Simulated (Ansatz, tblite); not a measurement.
# The cluster Sn₁₀H₁₄O: spin-state energies by level

Is the singlet the ground state of the cluster Sn₁₀H₁₄O? Other spin states are computed and compared level by level.

The runs use Ansatz 0.2.0, Gaussian basis; as each input shows.

Plan: triplet, at the geometry of the singlet (GFN1-xTB, GFN2-xTB, PBE0-D4/def2-TZVP, PBE-D4/def2-TZVP); the singlet's energies come from earlier runs.

5 further runs of the same task are left out: 5 set aside as unsound or not needed.

## (1) The geometry

The singlet was relaxed beforehand with PBE-D4/def2-SVP.

25 atoms, charge 0, spin multiplicity 1.

Bond lengths: Sn1–Sn7 2.816 Å, Sn1–Sn8 2.816 Å, Sn1–H12 1.736 Å, Sn1–H13 1.736 Å, Sn2–Sn7 2.817 Å, Sn2–Sn9 2.826 Å, Sn2–H14 1.738 Å, Sn2–H15 1.736 Å, Sn3–Sn7 2.817 Å, Sn3–Sn10 2.826 Å, Sn3–H16 1.737 Å, Sn3–H17 1.736 Å, Sn4–Sn8 2.817 Å, Sn4–Sn10 2.826 Å, Sn4–H18 1.737 Å, Sn4–H19 1.736 Å, Sn5–Sn9 2.854 Å, Sn5–Sn10 2.854 Å and more. Angles: Sn7–Sn1–Sn8 109.1°, Sn7–Sn1–H12 110.0°, Sn7–Sn1–H13 110.0°, Sn8–Sn1–H12 110.1°, Sn8–Sn1–H13 110.0°, H12–Sn1–H13 107.6°, Sn7–Sn2–Sn9 110.2°, Sn7–Sn2–H14 109.7°, Sn7–Sn2–H15 110.6°, Sn9–Sn2–H14 109.0°, Sn9–Sn2–H15 109.8°, H14–Sn2–H15 107.6°, Sn7–Sn3–Sn10 110.2°, Sn7–Sn3–H16 109.8°, Sn7–Sn3–H17 110.3°, Sn10–Sn3–H16 109.2°, Sn10–Sn3–H17 109.7°, H16–Sn3–H17 107.6° and more.

Sn takes a core potential in the def2 sets. No spin-orbit coupling is included.

## (2) Triplet at the fixed geometry, GFN1-xTB

Tight binding, by tblite at 300 K electronic temperature and without a spin-polarisation term:

```python
tblite.interface.Calculator('GFN1-xTB', numbers, positions, charge=0, uhf=2).singlepoint()
```

Energy -1016.7737 eV; 0.08 s.

## (3) Triplet at the fixed geometry, GFN2-xTB

Tight binding, by tblite at 300 K electronic temperature and without a spin-polarisation term:

```python
tblite.interface.Calculator('GFN2-xTB', numbers, positions, charge=0, uhf=2).singlepoint()
```

Energy -879.5922 eV; 0.1 s.

## (4) Triplet at the fixed geometry, PBE0-D4/def2-TZVP

in.yaml reads:

```yaml
crystal:
  periodic: [false, false, false]
  atoms:
    - {symbol: Sn, position_ang: [0.017498, -3.110787, 0.022102]}
    - {symbol: Sn, position_ang: [-0.012777, 0.102003, -3.262949]}
    - {symbol: Sn, position_ang: [-3.262315, 0.121487, 0.026700]}
    - {symbol: Sn, position_ang: [0.009668, 0.146517, 3.260832]}
    - {symbol: Sn, position_ang: [-0.016847, 3.370526, -0.019504]}
    - {symbol: Sn, position_ang: [3.260254, 0.158347, -0.032475]}
    - {symbol: Sn, position_ang: [-1.626971, -1.497986, -1.598479]}
    - {symbol: Sn, position_ang: [1.643998, -1.455363, 1.617653]}
    - {symbol: Sn, position_ang: [1.646615, 1.771661, -1.699496]}
    - {symbol: Sn, position_ang: [-1.669107, 1.774574, 1.674256]}
    - {symbol: O, position_ang: [-0.023605, 5.251215, -0.028092]}
    - {symbol: H, position_ang: [1.004549, -4.138567, -0.970003]}
    - {symbol: H, position_ang: [-0.959079, -4.133012, 1.030216]}
    - {symbol: H, position_ang: [0.985315, -0.911531, -4.260963]}
    - {symbol: H, position_ang: [-0.994981, 1.070815, -4.316033]}
    - {symbol: H, position_ang: [-4.273366, -0.876973, 1.025900]}
    - {symbol: H, position_ang: [-4.302926, 1.104668, -0.954726]}
    - {symbol: H, position_ang: [-0.973934, -0.866397, 4.273163]}
    - {symbol: H, position_ang: [0.980180, 1.141585, 4.300361]}
    - {symbol: H, position_ang: [4.281175, -0.844411, -1.017199]}
    - {symbol: H, position_ang: [4.291921, 1.165154, 0.934283]}
    - {symbol: H, position_ang: [-2.643573, -2.499670, -2.597041]}
    - {symbol: H, position_ang: [2.672241, -2.431244, 2.629787]}
    - {symbol: H, position_ang: [2.628953, 2.791364, -2.710588]}
    - {symbol: H, position_ang: [-2.662887, 2.796025, 2.672308]}
basis:
  gaussian: {orbitals: def2-TZVP, fitting: {mean_field: def2-universal-jkfit}}
magnetization: {spin_polarized: true, initial_magnetization: 2}
hamiltonian: {xc: pbe0, dispersion: d4}
scf: {omitted_lower_state_checks: [starts]}
output: {orbitals: {seedname: orbitals}}
```

Started as:

```bash
$ ansatz run in.yaml --threads 2 --pin off --events-out ev --progress --plain --max-ram 32768MiB --backend cuda --devices 0, --max-vram 18GiB
```

The log of the run:

```text
Functional definition: PBE0
  name "PBE0"
  cite "Adamo & Barone, J. Chem. Phys. 110, 6158 (1999) doi:10.1063/1.478522"
  cite "Perdew, Burke & Ernzerhof, Phys. Rev. Lett. 77, 3865 (1996) doi:10.1103/PhysRevLett.77.3865"
  parent pbe
  parameter a = 0.25
  parameter kappa = 0.804
  parameter beta = 0.06672455060314922
  exchange = (1 - a)*pbe_x(kappa = kappa, mu = beta*pi^2/3) + a*exact_x
  correlation = pbe_c(beta = beta)
these checks for a lower state are left out or cut short: starts
2509 factors; integrals over basis functions are off by at most 8.8e-1 eV
mean field evaluation 1: about -60578.1728 eV, gradient 5.6e1 eV
mean field evaluation 2: about -60358.5055 eV, gradient 1.5e2 eV
mean field evaluation 4: about -60589.2961 eV, gradient 2.5e1 eV
mean field evaluation 8: about -60592.7414 eV, gradient 4.5e0 eV
mean field evaluation 16: about -60592.8509 eV, gradient 5.9e-3 eV
mean field evaluation 32: about -60592.8509 eV, gradient 7.8e-5 eV
mean field -60592.85090250 eV, -2226.7461993575 hartree, gradient 8.5e-6 eV, S^2 2.013156; 0 other end points of the search recorded, 0 dependent functions left out
reference -60592.85099355 eV, -2226.7462027034 hartree; 122, 120 occupied and 493, 495 virtual orbitals, 2509 factors
Total energy: -60594.18400947 eV, -2226.7951901350 hartree
Checks for a lower state left out: starts
```

Wall time 13 s (1 × H100 (card shared with other runs) with 2 threads of AMD EPYC 7R13, shared host); peak host memory 1.2 GiB.

Report: HOMO -4.57 eV, LUMO -4.35 eV (over both spins); ⟨S²⟩ 2.013 (pure: 2.00).

## (5) Triplet at the fixed geometry, PBE-D4/def2-TZVP

start.molden holds the orbitals of an earlier run on this state, given as this run's starting guess.

Edit in.yaml of step 4 so:

```diff
@@ -29,5 +29,5 @@
 basis:
-  gaussian: {orbitals: def2-TZVP, fitting: {mean_field: def2-universal-jkfit}}
+  gaussian: {orbitals: def2-TZVP, fitting: {mean_field: def2-universal-jkfit}, initial_orbitals: start.molden}
 magnetization: {spin_polarized: true, initial_magnetization: 2}
-hamiltonian: {xc: pbe0, dispersion: d4}
+hamiltonian: {xc: pbe, dispersion: d4}
 scf: {omitted_lower_state_checks: [starts]}
```

Same command.

The log of the run:

```text
Functional definition: PBE
  name "PBE"
  cite "Perdew, Burke & Ernzerhof, Phys. Rev. Lett. 77, 3865 (1996) doi:10.1103/PhysRevLett.77.3865"
  parent pbe
  parameter kappa = 0.804
  parameter beta = 0.06672455060314922
  exchange = pbe_x(kappa = kappa, mu = beta*pi^2/3)
  correlation = pbe_c(beta = beta)
these checks for a lower state are left out or cut short: starts
2509 factors; integrals over basis functions are off by at most 8.8e-1 eV
mean field evaluation 1: about -60589.5622 eV, gradient 9.7e0 eV
mean field evaluation 2: about -60590.1254 eV, gradient 9.5e-1 eV
mean field evaluation 4: about -60590.1309 eV, gradient 1.0e-1 eV
mean field evaluation 8: about -60590.1312 eV, gradient 2.2e-5 eV
mean field -60590.13117128 eV, -2226.6462510784 hartree, gradient 2.2e-5 eV, S^2 2.005858; 0 other end points of the search recorded, 0 dependent functions left out
reference -60590.13129229 eV, -2226.6462555256 hartree; 122, 120 occupied and 493, 495 virtual orbitals, 2509 factors
Total energy: -60591.58403963 eV, -2226.6996430057 hartree
Checks for a lower state left out: starts
```

It took 11 s on 1 × H100 (card shared with other runs) with 2 threads of AMD EPYC 7R13, shared host; peak host memory 1.1 GiB.

HOMO -3.72 eV, LUMO -5.43 eV (over both spins; with the spin held, an empty level of the minority spin lies below the top filled one); ⟨S²⟩ 2.006 (pure: 2.00).

## (6) Triplet less singlet, vertical

The singlet's energies are those of its earlier runs, whose logs aren't repeated here.

```csv
level,"triplet less singlet, vertical (eV)",time
GFN1-xTB,+1.605,0.14 s
GFN2-xTB,+1.070,0.19 s
PBE-D4/def2-TZVP,+1.750,19 s
PBE0-D4/def2-TZVP,+1.611,21 s
```

Times add the two runs; a level without a time comes out of a correlated run. Tight binding without a spin term can't rank spin states.

## (7) What came out

| quantity | value |
| --- | --- |
| triplet less singlet, vertical, functionals in def2-TZVP | +1.611 (PBE0-D4) to +1.750 eV (PBE-D4) |

All functionals put the triplet above the singlet, over a spread of 0.139 eV. The checks for a lower triplet were left out, so another state of that spin may lie lower. These are electronic energies, without zero-point motion, entropy or surroundings.
